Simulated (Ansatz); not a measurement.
Crystal: TaSbSe.

```xyz
3
Lattice="3.6296 0.0000 0.0000 0.0000 3.6296 0.0000 0.0000 0.0000 5.6345" Properties=species:S:1:pos:R:3 pbc="T T T"
Ta    0.0000    0.0000    0.0000
Sb    0.0000    0.0000    2.8173
Se    1.8148    1.8148    0.0000
```

The cell was built by a generator and needn't be a form met in nature.

| Item | Value |
| --- | --- |
| Program | Ansatz 0.2.0 |
| Task | relaxation of cell and atoms |
| Functional | RPBE |
| Potentials or basis | Ansatz PAW |
| Cutoff | 420 eV (not typed: the program's choice for these potentials) |
| k mesh | 7 × 7 × 5 |
| Occupations | fermi-dirac, width 0.05 eV |
| Spin | no spin polarisation |

At the start: volume 24.74 Å³/atom.

How do energy, volume and symmetry change on relaxing?

It ends after 5 steps and the volume is 25.23 Å³/atom (+2.0 %); space group P4/mmm (No. 123, to 0.05 Å).

Step by step:
| step | energy change (eV) | largest force (eV/Å) | volume (Å³) |
| --- | --- | --- | --- |
| 1 | 0.0000 | 0.0000 | 74.23 |
| 2 | -0.0036 | 0.0000 | 76.77 |
| 3 | -0.0079 | 0.0000 | 75.74 |
| 4 | -0.0079 | 0.0000 | 75.70 |
| 5 | -0.0082 | 0.0000 | 75.70 |

Final structure:
```yaml
crystal:
  lattice:
    - [3.65330, 0.00000, 0.00000]
    - [0.00000, 3.65330, 0.00000]
    - [0.00000, 0.00000, 5.67212]
  atoms:
    - { symbol: Ta, position: [0.00000, 0.00000, 0.00000] }
    - { symbol: Sb, position: [0.00000, 0.00000, 0.50000] }
    - { symbol: Se, position: [0.50000, 0.50000, 0.00000] }
```

Caveat: the plane-wave basis is chosen anew once the cell has moved, so the energies of steps on either side of that aren't comparable; the PAW data sets come from PBE, with cores solved anew for the run's functional, which leaves a small shift of forces and pressure.
